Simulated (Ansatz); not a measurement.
# Sn3Se (Pm-3m) in Ansatz: a series of runs

Runs on Sn3Se. Level: PBEsol. Tasks: band structure.

Program: Ansatz 0.2.0. These are calculated values, not measurements. Logs are shortened: lines on timing, memory, paths and dates and some standing lists are left out, and cuts for length are marked.

## Step 1: The crystal as given

It takes space group Pm-3m (No. 221, cubic). Conventional cell: a = 4.742 Å, b = 4.742 Å, c = 4.742 Å, α = 90.00°, β = 90.00°, γ = 90.00°. Sn (site symmetry 4/mmm) is surrounded by 8 Sn at 3.35 Å and 4 Se at 3.35 Å. Se (site symmetry m-3m) is surrounded by 12 Sn at 3.35 Å.

The cell comes from a database or a generator and needn't be the stable form of this composition.

## Step 2: Band structure, PBEsol

input.yaml

```yaml
crystal:
  lattice:
    - [4.741879, 0.0, 0.0]
    - [0.0, 4.741879, 0.0]
    - [0.0, 0.0, 4.741879]
  atoms:
    - { symbol: Sn, position: [0.5, 0.5, 0.0] }
    - { symbol: Sn, position: [0.5, 0.0, 0.5] }
    - { symbol: Sn, position: [0.0, 0.5, 0.5] }
    - { symbol: Se, position: [0.0, 0.0, 0.0] }
kpoints:
  mp_grid: { grid: [4, 4, 4] }
  band_path:
    path:
      - [0.0, 0.0, 0.0]
      - [0.0, 0.5, 0.0]
      - [0.5, 0.5, 0.0]
      - [0.0, 0.0, 0.0]
      - [0.5, 0.5, 0.5]
      - [0.0, 0.5, 0.0]
    npoints: 6
scf:
  occupations: { method: fermi_dirac, width: 0.05 }
hamiltonian:
  xc: pbesol
  pseudopotentials: { kind: all_electron, lapw: { basis_error: 0.002 } }
output:
  forces: true
  stress: true
  eigenvalues: true
```

Potentials or basis: all-electron LAPW, scalar-relativistic.

On the command line:

```console
$ ansatz run input.yaml --threads 2 --pin off --max-ram 8192MiB --backend cpu --events-out ev --progress --plain --runs-dir out
```

What it wrote:

```text
Warning: RAYON_NUM_THREADS=2 ignored (pool sized by the plan → 2); use --threads N
LAPW: plane waves up to 6.233 Å⁻¹, error target 2.0e-3 eV per atom; small_component_spin mean_spin; Se in spheres of 1.677 Å, 24 of its electrons in bands, Dirac shells []; Sn in spheres of 1.677 Å, 22 of its electrons in bands, Dirac shells [] (how accurate: hamiltonian.pseudopotentials.lapw.basis_error, Limitations)
Engine: ansatz 0.2.0, aarch64-unknown-linux-gnu
Pseudopotentials: kind: all_electron
Pseudopotential: Sn, LAPW, valence charge 22, lapw/all_electron/scalar/gaussian/Sn, Koelling and Harmon's equation, gaussian nucleus
Pseudopotential: Se, LAPW, valence charge 24, lapw/all_electron/scalar/gaussian/Se, Koelling and Harmon's equation, gaussian nucleus
Functional definition: PBEsol
  exchange = pbesol_x
  correlation = pbesol_c
Crystal: 4 atoms, lattice volume = 106.623 Å³
Basis set: ecut = 148.04129214664874 eV, 461 PW (Γ), exchange–correlation at level 2
Bands: 54, of which v1, the nominal top of the filled ones, is band 45 counted from 1 (44 counted from 0)
Symmetry: 48 space group operations
Space group: Pm-3m (ITA 221), of the structure as read, at distance tolerance 4.7e-5 Å
k-points: 10 of 64
Non-local potential: Sn, projectors of the file, none
Non-local potential: Se, projectors of the file, none
Initial density: superposition of atomic densities (chi_scale 0.1, normalization cell, long waves kept (reshape's long-wave potential 0.02 eV rms))
Initial wavefunctions: plane waves of lowest kinetic energy (no species holds an atomic orbital)
Functional: x = pbesol(κ = 0.804, μ = 0.12345679012345678), c = pbesol(β = 0.046)
iter 1 solved again at ethr=3.58e-4 eV; its pass at ethr=1.00e-1 eV (dr2=3.22e-1 eV) is discarded
SCF iter   1: F=—  HF=-570126.016923 eV  |F-HF|=—  |Δ(HF+E_count)|=         —  Δρ=1.20e-2  dr2=3.22e-1  ethr=3.58e-4  ⟨swp⟩=2.8  Hψ=3412  notcnv=0
preconditioner: auto → Kerker (q_TF=auto, 2.652 Å⁻¹)  [metal: Δε(μ)=0.163 eV  Ē_g=18.957 eV  σ=0.050 eV  W_gap=0.48  n_scr=32 (ndim 8)  ℏωp=24.9 eV  f_vac=0.000  D(μ)=2.74/eV (n_scr^D=18)]
SCF iter   2: F=—  HF=-570125.865462 eV  |F-HF|=—  |Δ(HF+E_count)|=   1.51e-1  Δρ=5.59e-3  dr2=6.58e-2  ethr=3.58e-4  ⟨swp⟩=2.0  Hψ=1703  notcnv=0
SCF iter   3: F=—  HF=-570125.854946 eV  |F-HF|=—  |Δ(HF+E_count)|=   1.05e-2  Δρ=4.40e-3  dr2=4.66e-2  ethr=7.32e-5  ⟨swp⟩=2.0  Hψ=1629  notcnv=0
SCF iter   4: F=—  HF=-570125.847068 eV  |F-HF|=—  |Δ(HF+E_count)|=   7.88e-3  Δρ=1.63e-3  dr2=6.66e-3  ethr=5.17e-5  ⟨swp⟩=2.0  Hψ=1627  notcnv=0
SCF iter   5: F=—  HF=-570125.847809 eV  |F-HF|=—  |Δ(HF+E_count)|=   7.42e-4  Δρ=7.04e-4  dr2=1.46e-3  ethr=7.40e-6  ⟨swp⟩=2.0  Hψ=1626  notcnv=0
SCF iter   6: F=—  HF=-570125.847187 eV  |F-HF|=—  |Δ(HF+E_count)|=   6.23e-4  Δρ=3.23e-4  dr2=2.74e-4  ethr=1.62e-6  ⟨swp⟩=2.0  Hψ=1626  notcnv=0
SCF iter   7: F=—  HF=-570125.847153 eV  |F-HF|=—  |Δ(HF+E_count)|=   3.40e-5  Δρ=1.72e-4  dr2=9.31e-5  ethr=3.04e-7  ⟨swp⟩=2.0  Hψ=1626  notcnv=0
SCF iter   8: F=—  HF=-570125.847140 eV  |F-HF|=—  |Δ(HF+E_count)|=   1.25e-5  Δρ=4.96e-5  dr2=1.00e-5  ethr=1.03e-7  ⟨swp⟩=2.0  Hψ=1626  notcnv=0
SCF iter   9: F=—  HF=-570125.847138 eV  |F-HF|=—  |Δ(HF+E_count)|=   2.49e-6  Δρ=2.27e-5  dr2=1.02e-6  ethr=1.11e-8  ⟨swp⟩=2.2  Hψ=1629  notcnv=0
SCF iter  10: F=—  HF=-570125.847138 eV  |F-HF|=—  |Δ(HF+E_count)|=   1.27e-7  Δρ=6.78e-6  dr2=1.33e-7  ethr=1.13e-9  ⟨swp⟩=2.8  Hψ=1640  notcnv=0
iter 11 solved again at ethr=1.38e-11 eV; its pass at ethr=1.47e-10 eV (dr2=1.24e-8 eV) is discarded
SCF iter  11: F=-570125.847137 eV  HF=-570125.847137 eV  |F-HF|=6.52e-9  |Δ(HF+E_count)|=   4.80e-8  Δρ=3.12e-6  dr2=1.24e-8  ethr=1.38e-11  ⟨swp⟩=2.0  Hψ=2732  notcnv=0
SCF 1 converged in 11 iterations: F = -570125.847137 eV  dr2 = 1.24e-8
NSCF: frozen V_eff on 31 k-points
SCF converged after 11 iterations
Free energy (F): -570125.847137 eV
Harris-Foulkes:  -570125.847137 eV  (|F-HF|=6.52e-9)
Internal energy: -570125.824154 eV  (E = F + TS)
E sigma→0 (E₀):  -570125.835646 eV
Entropy (-TS):   -0.022983 eV (-5.746 meV/atom)
Fermi energy:    12.638919 eV
--- Per-component energies (eV) ---
  E_band       = -3696.577833
  E_kinetic    = 597709.452347
  E_xc         = -15614.463283
  E_electrostatic = -1152220.813219  (all electrons and nuclei)
  E_smearing   = -0.022983  (= −TS)
  E_closure    = 0.000000  (closes the sum)
  E_atoms      = -570109.360361  (free atoms, spherical and without spin; not in F)
  Σ components = -570125.847137   (vs F -570125.847137, Δ=0.00e0)
  Basis errors (estimates in eV, not in F): energy 3.8e-4 per atom: plane waves 3.1e-4 (1.6e-4 summed), levels above the bands 1.8e-51, relativity 9.0e-9, radial functions 6.2e-5, core shells 6.4e-10; eigenvalues (radial functions only) 5.8e-6; not estimated: angular momenta, meshes, grids; target (lapw.basis_error) 2.0e-3; muffin-tin radii Se 1.677 Å, Sn 1.677 Å
--- Forces (eV/Å), atoms counted from 1 ---
  atom   1  Sn     0.00000000    -0.00000000     0.00000000
  atom   2  Sn    -0.00000000    -0.00000000    -0.00000000
  atom   3  Sn     0.00000000     0.00000000    -0.00000000
  atom   4  Se    -0.00000000    -0.00000000     0.00000000
  max |Σ_I F_I| component: 9.78e-31 eV/Å
--- Stress (GPa, compression-positive) ---
       -2.709296       0.000000      -0.000000
        0.000000      -2.709296       0.000000
       -0.000000       0.000000      -2.709296
  P = ⅓ Tr σ = -2.7093 GPa (-27.093 kbar)
--- Band table (eV; the first three rows and the last of 10) ---
  k-point 0: bands = ["-195.2565", "-134.9206", "-134.9206", "-134.9206", "-116.8094", "-116.8092", "-116.8092", "-72.6617", "-72.6617", "-72.6617", "-72.6615", "-72.6615", "-72.6615", "-72.6009", "-72.6009", "-72.6009", "-35.3477", "-35.3477", "-35.3477", "-35.3474", "-35.3474", "-9.0595", "-9.0595", "-9.0595", "-9.0275", "-9.0275", "-9.0107", "-8.9574", "-8.9574", "-8.9574", "-8.8944", "-8.8613", "-8.8613", "-8.8169", "-8.8169", "-8.8169", "-0.8341", "3.5721", "7.7572", "7.7572", "8.3601", "8.3601", "8.3601", "12.6315", "12.6315", "12.6315", "14.9319", "14.9319", "14.9319", "16.8456", "18.0723", "18.0723", "18.3256", "18.3256"]
  k-point 1: bands = ["-195.2565", "-134.9206", "-134.9206", "-134.9206", "-116.8093", "-116.8092", "-116.8092", "-72.6617", "-72.6617", "-72.6617", "-72.6615", "-72.6615", "-72.6615", "-72.6009", "-72.6009", "-72.6009", "-35.3477", "-35.3477", "-35.3477", "-35.3474", "-35.3474", "-9.0540", "-9.0289", "-9.0289", "-9.0256", "-9.0100", "-8.9903", "-8.9628", "-8.9568", "-8.9568", "-8.9102", "-8.8784", "-8.8609", "-8.8521", "-8.8521", "-8.8169", "-0.6742", "3.3966", "6.1006", "7.9351", "8.7506", "8.7506", "10.6122", "11.9775", "11.9775", "12.2409", "13.4524", "14.5059", "14.5059", "17.4068", "17.8166", "17.8166", "18.0897", "18.6595"]
  k-point 2: bands = ["-195.2565", "-134.9206", "-134.9206", "-134.9206", "-116.8093", "-116.8093", "-116.8092", "-72.6617", "-72.6616", "-72.6616", "-72.6616", "-72.6616", "-72.6615", "-72.6009", "-72.6009", "-72.6009", "-35.3477", "-35.3477", "-35.3477", "-35.3474", "-35.3474", "-9.0477", "-9.0237", "-8.9830", "-8.9830", "-8.9828", "-8.9690", "-8.9585", "-8.9357", "-8.9355", "-8.9355", "-8.9233", "-8.9233", "-8.9068", "-8.8604", "-8.8169", "-0.4864", "3.1177", "5.5456", "8.1498", "9.4448", "9.4448", "10.8099", "10.8736", "10.8736", "12.5011", "14.5246", "14.7987", "14.8519", "14.8519", "16.6492", "16.6492", "19.4271", "19.9683"]
  k-point 9: bands = ["-195.2565", "-134.9206", "-134.9206", "-134.9206", "-116.8093", "-116.8093", "-116.8093", "-72.6625", "-72.6625", "-72.6625", "-72.6607", "-72.6607", "-72.6607", "-72.6027", "-72.6000", "-72.6000", "-35.3477", "-35.3477", "-35.3477", "-35.3473", "-35.3473", "-9.0370", "-9.0249", "-9.0249", "-9.0249", "-8.9920", "-8.9920", "-8.9920", "-8.9424", "-8.9424", "-8.8806", "-8.8806", "-8.8806", "-8.8556", "-8.8556", "-8.8556", "-0.1009", "5.7996", "5.7996", "5.7996", "7.4299", "7.4299", "7.4299", "7.9415", "14.6617", "14.6617", "14.6617", "18.5140", "18.5140", "18.7560", "18.7560", "18.7560", "19.5710", "22.4477"]
```

Wall time 9.2 s (2 threads of Arm Neoverse V1, shared host); peak memory 0.32 GiB.

Results:

```yaml
Free_energy: -570125.8471 eV
Pressure: -2.7 GPa
Band_gap_along_the_path: none (metal or under the smearing width)
```

Levels at the corners of the path, in eV from the Fermi level:
| point | band 42 | band 43 | band 44 | band 45 | band 46 | band 47 | band 48 | band 49 |
| --- | --- | --- | --- | --- | --- | --- | --- | --- |
| Γ | -4.28 | -4.28 | -0.01 | -0.01 | -0.01 | 2.29 | 2.29 | 2.29 |
| X | -3.19 | -1.83 | -1.77 | -1.77 | -0.14 | 1.89 | 2.16 | 2.21 |
| M | -2.35 | -1.99 | -1.99 | -0.64 | 0.09 | 0.09 | 0.11 | 3.17 |
| Γ | -4.28 | -4.28 | -0.01 | -0.01 | -0.01 | 2.29 | 2.29 | 2.29 |
| R | -5.21 | -5.21 | -4.70 | 2.02 | 2.02 | 2.02 | 5.88 | 5.88 |
| X | -3.19 | -1.83 | -1.77 | -1.77 | -0.14 | 1.89 | 2.16 | 2.21 |

Caveat: the k mesh is thin for a metal, which can move the energy by tens of meV per atom; spin-orbit coupling is left out, which moves the levels of the heavy elements.

## Step 3: Band structure, PBEsol, spin-orbit coupling, no magnetisation

Edit input.yaml of step 2 so:

```diff
@@ -26,2 +26,5 @@
   pseudopotentials: { kind: all_electron, lapw: { basis_error: 0.002 } }
+magnetization:
+  noncollinear: true
+  spin_orbit: true
 output:
```

Potentials or basis: all-electron LAPW, relativistic spinors.

On the command line:

```console
$ ansatz run input.yaml --threads 2 --pin off --max-ram 8192MiB --backend cpu --events-out ev --progress --plain --runs-dir out
```

Wall time 81 s (2 threads of Arm Neoverse V1, shared host); peak memory 0.68 GiB.

The run converged. Its results:

| Property | Result |
| --- | --- |
| Free energy | -570277.1842 eV |
| Pressure | -2.7 GPa |
| Band gap along the path | none (metal or under the smearing width) |

Levels at the corners of the path, in eV from the Fermi level:
```
point  band 86  band 87  band 88  band 89  band 90  band 91  band 92  band 93  band 94  band 95
    Γ    -4.26    -0.04    -0.04    -0.01    -0.01    -0.01    -0.01     2.20     2.20     2.20
    X    -1.95    -1.81    -1.81    -1.60    -1.60    -0.11    -0.11     1.68     1.68     2.11
    M    -2.01    -1.92    -1.92    -0.67    -0.67     0.09     0.09     0.10     0.10     0.11
    Γ    -4.26    -0.04    -0.04    -0.01    -0.01    -0.01    -0.01     2.20     2.20     2.20
    R    -5.20    -4.70    -4.70     1.91     1.91     2.06     2.06     2.06     2.06     5.78
    X    -1.95    -1.81    -1.81    -1.60    -1.60    -0.11    -0.11     1.68     1.68     2.11
```

Caveat: the k mesh is thin for a metal, which can move the energy by tens of meV per atom.
